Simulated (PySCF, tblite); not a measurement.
**C5H11AlS: geometry, infrared bands and NMR shifts**

What infrared bands and NMR shifts should C5H11AlS (`C=[C](C)[AlH][S]CC`) show?

Programs: tblite 0.8.0 and PySCF 2.14.0, with density-fitted response routines of our own. Each step states its level of theory. These are calculated values for one molecule in the gas phase, unless marked as measured. Atoms count from 0, in the outputs and in this text.

### Step 1. The starting structure

18 atoms, charge 0, multiplicity 1; geometry from: force field or distance geometry start.

Bonds of the start (Å): C0–C1 1.33, C1–C2 1.50, C1–Al3 1.98, Al3–S4 2.29, S4–C5 1.82, C5–C6 1.53, C0–H7 1.10, C0–H8 1.10, C2–H9 1.10, C2–H10 1.10, C2–H11 1.12, Al3–H12 1.59, C5–H13 1.10, C5–H14 1.10, C6–H15 1.11, C6–H16 1.12, C6–H17 1.09.

### Step 2. Relaxing the molecule with GFN2-xTB

Job settings and geometry (Å):

```
{"job": {"kind": "relax", "xc": "GFN2-xTB", "basis": "xTB"}, "charge": 0, "multiplicity": 1}
C      1.812800     1.307100     0.275400
C      1.849600    -0.024200     0.258400
C      3.148100    -0.715300    -0.050700
Al     0.200600    -1.027700     0.684000
S     -1.616800     0.202900     1.323200
C     -2.874100    -0.080500     0.043500
C     -2.433900     0.496500    -1.297800
H      2.687100     1.929300     0.057000
H      0.854000     1.797700     0.517300
H      3.155700    -0.824900    -1.143500
H      3.277100    -1.652700     0.509100
H      3.928400     0.038900     0.229500
H     -0.085300    -2.444700     0.011900
H     -3.850200     0.355700     0.313200
H     -2.998800    -1.172300    -0.044900
H     -3.384000     0.717900    -1.824500
H     -1.836700    -0.284000    -1.834300
H     -1.842500     1.386800    -1.097500
```

The run is started by

```sh
$ OMP_NUM_THREADS=1 python probes_run.py task.json out
```

This one command runs all jobs of the session in turn.

**Question.** This job is followed by: GFN2-xTB harmonic vibrations, gas phase; GIAO PBE0/pcSseg-1 NMR shielding, non-relativistic, gas phase. Predict these results of the whole session: strongest single infrared mode (GFN2-xTB); zero-point energy (GFN2-xTB); 13C shifts against TMS (PBE0/pcSseg-1); 1H shifts against TMS (PBE0/pcSseg-1, means over atoms taken as alike); 27Al shifts against AlH4- (PBE0/pcSseg-1); 33S shifts against CS2 (PBE0/pcSseg-1); surface potential, 1st and 99th percentile.

As calculated:

| quantity | value |
| --- | --- |
| strongest single infrared mode (GFN2-xTB) | 1749 cm⁻¹, 375 km/mol |
| zero-point energy (GFN2-xTB) | 87.9 kcal/mol |
| 13C shifts against TMS (PBE0/pcSseg-1) | 163.6, 145.2, 28.2, 27.9, 26.6 ppm |
| 1H shifts against TMS (PBE0/pcSseg-1, means over atoms taken as alike) | 6.57, 6.10, 5.41, 2.99, 2.15, 1.29 ppm |
| 27Al shifts against AlH4- (PBE0/pcSseg-1) | 185.9 ppm |
| 33S shifts against CS2 (PBE0/pcSseg-1) | -31 ppm |
| surface potential, 1st and 99th percentile | -1.02 V and 1.96 V |

The optimisation took 162 steps and gained 0.593 eV; among the close pairs (by a distance rule), Al3–S4 changed most, from 2.286 to 2.205 Å. All 48 modes are real, so the xTB geometry is a minimum. The strongest single mode, at 1749 cm⁻¹, moves mainly H12. Unscaled tight-binding wavenumbers are off by several per cent, some by more. Its intensities can rank the bands wrongly. The most deshielded carbon is C1 (fully substituted alkene carbon), at 163.6 ppm: as expected for a trigonal carbon in a double bond. At PBE0/pcSseg-1, counted by nearest atom on the grid, the HOMO lies on S4 72 %, the LUMO on Al3 42 %; C0 12 %.
